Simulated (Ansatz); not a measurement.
This script drives Ansatz's Python interface.

Input file `moos.cif`:
```cif
data_MoOs
_cell_length_a 2.781756
_cell_length_b 2.781756
_cell_length_c 4.507055
_cell_angle_alpha 90.00000
_cell_angle_beta 90.00000
_cell_angle_gamma 120.00000
_symmetry_space_group_name_H-M 'P 1'
_symmetry_Int_Tables_number 1
loop_
_symmetry_equiv_pos_as_xyz
'x, y, z'
loop_
_atom_site_label
_atom_site_type_symbol
_atom_site_fract_x
_atom_site_fract_y
_atom_site_fract_z
Mo1 Mo    0.666667    0.333333    0.500000
Os2 Os    0.333333    0.666667    0.000000
```

Script `moos.py`:
```python
# -*- coding: utf-8 -*-
'''Stiffness tensor and moduli of MoOs.'''

import warnings

import ansatz as az
from ase.io import read
import numpy as np


def main():
    warnings.simplefilter('ignore', az.DeckWarning)

    atoms = read('moos.cif')
    system = az.Crystal.from_ase(atoms)

    calculation = (
        system.calculation()
        .functional('PBEsol')
        .pseudopotentials('paw')
        .basis(21 * az.Ha)
        .occupations('cold', width=0.1)
        .scf(tolerance=1e-08)
        .kpoints(18, 18, 10)
    )
    res = calculation.elastic(az.ElasticMode.CLAMPED_ION).run()
    elastic = res.elastic

    print(np.array2string(np.round(elastic.c_gpa, 1) + 0.0, suppress_small=True))
    print('Voigt stress of the unstrained cell (GPa, tension positive):', np.round(elastic.sigma0_gpa, 3) + 0.0)
    print('smallest eigenvalue of C:', round(elastic.stability.min_eigenvalue_gpa, 1), 'GPa; stable:', elastic.stability.stable)
    # averaged moduli need a positive definite tensor
    if elastic.stability.min_eigenvalue_gpa > 0:
        for name, value in elastic.moduli.to_plain().items():
            print(f'{name:14s} {value:9.3f}')


if __name__ == '__main__':
    main()
```

It is started by `python moos.py`. Estimate its wall time and peak memory on 1 thread of Arm Neoverse V1, on a shared host.

It took about 5.1 min, with a peak of 1.1 GiB, for 1 run of the engine.

Output of `python moos.py`:
```text
[[500.1 202.1 162.8   0.    0.    0. ]
 [202.1 500.1 162.8   0.    0.    0. ]
 [161.  161.  564.6   0.    0.    0. ]
 [  0.    0.    0.  135.9   0.    0. ]
 [  0.    0.    0.    0.  135.9   0. ]
 [  0.    0.    0.    0.    0.  149. ]]
Voigt stress of the unstrained cell (GPa, tension positive): [10.832 10.832 12.541  0.     0.     0.   ]
smallest eigenvalue of C: 135.9 GPa; stable: True
k_voigt_gpa      290.736
k_reuss_gpa      290.626
k_hill_gpa       290.681
g_voigt_gpa      153.420
g_reuss_gpa      150.557
g_hill_gpa       151.988
youngs_gpa       388.290
poisson            0.277
```

Reading the output:
- The cell isn't relaxed first, so the values belong to this volume.
- A positive definite tensor excludes instabilities under uniform strain alone; phonons elsewhere in the zone can still be imaginary.
- The program warned that this SCF threshold is loose for forces or stresses.
- The cell stands under an uneven stress, so these stress-strain coefficients aren't symmetric, and eigenvalues smaller than that stress decide nothing.
- Spin-orbit coupling, which matters for elements this heavy, is left out.
- These are clamped-ion constants: where atoms have free coordinates under strain, the relaxed-ion ones can be far smaller or negative, so this tensor doesn't settle whether the crystal is stable.
- At these settings the cell as given stands under about -11 GPa, so it isn't at this functional's equilibrium volume.
- This cell is a computed structure, which may not be the phase found in nature.
- Shear constants of a metal converge slowly with the k-point mesh and can be wrong in sign on a coarse one; the constants belong to the cell that was strained.
- The script silences the warnings on its input, which a real study should read.

(A comment or docstring line of the script was reworded after the run, the code is as it ran; lines on the test bed's own set-up are left out of the output.)
